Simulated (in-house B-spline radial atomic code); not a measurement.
# Excitations of Pb⁴⁺ as exact exchange is dialled in

One table from this session's results is given with a row withheld; the runs are named, their logs left out.

The numbers are computed with in-house B-spline radial atomic code version 1 (linear response of a closed shell, each method with its own adiabatic kernel; spin-free one-electron X2C, finite nucleus; B-spline basis; no spin-orbit coupling, no double excitations; only terms of natural parity, (−1)^L, with L up to 3 are computed), except any that are marked as measured or tabulated.

**The atom as given**

```
element       : lead (Z = 82)
charge        : +4
configuration : [Xe] 4f14 5d10
runs          : 0 % exact exchange; 10 % exact exchange; 20 % exact exchange; 30 % exact exchange; 40 % exact exchange; 50 % exact exchange; 60 % exact exchange; 70 % exact exchange; 80 % exact exchange; 90 % exact exchange; 100 % exact exchange
```

Outer shells as boxes (Hund's rule):

Pb⁴⁺
```
[Xe] core
4f [↑↓][↑↓][↑↓][↑↓][↑↓][↑↓][↑↓]
5d [↑↓][↑↓][↑↓][↑↓][↑↓]
```

The first run:

Settings of the run:

```ini
Z = 82
electrons = 78.0
configuration = [Xe] 4f14 5d10
hamiltonian = x2c
method = pbeh
box_radius = 19.1
exact_exchange_fraction = 0.0
rms_radius = 5.5012
intervals = 70
```

Launch:

```console
python run_td.py task.json out
```

The settings of every run stand in task.json; they run in order.

Steps of the session up to this table: 0 % exact exchange.

One table of the session follows, with a row left open; its other results are not shown here.

It belongs to the step «0 % exact exchange». The states in eV; those that feel the box are left out:

| state | full (eV) | Tamm-Dancoff (eV) |
| --- | --- | --- |
| 5d→6s ³D | 13.094 | 13.125 |
| 5d→6s ¹D | ? | ? |
| 5d→6p ³P | 25.290 | 25.321 |
| 5d→6p ³F | 25.480 | 25.499 |
| 5d→6p ¹F | 25.946 | 25.948 |
| 5d→6p ¹P | 27.001 | 27.099 |
| 5d→6d ³S | 38.930 | 38.947 |
| 5d→6d ³D | 39.462 | 39.467 |
| 5d→6d ¹D | 39.787 | 39.801 |
| 5d→7s ³D | 40.164 | 40.169 |
| 5d→7s ¹D | 40.352 | 40.358 |
| 5d→6d ¹S | 42.072 | 42.353 |
| 5d→5f ³P | 42.385 | 42.416 |
| 5d→5f ³F | 42.830 | 42.845 |

**Question.** Estimate the row for 5d→6s ¹D.

The run gave: full (eV): 14.172; Tamm-Dancoff (eV): 14.212. In the column «full (eV)» it lies between 5d→6s ³D (13.094) and 5d→6p ³P (25.290).
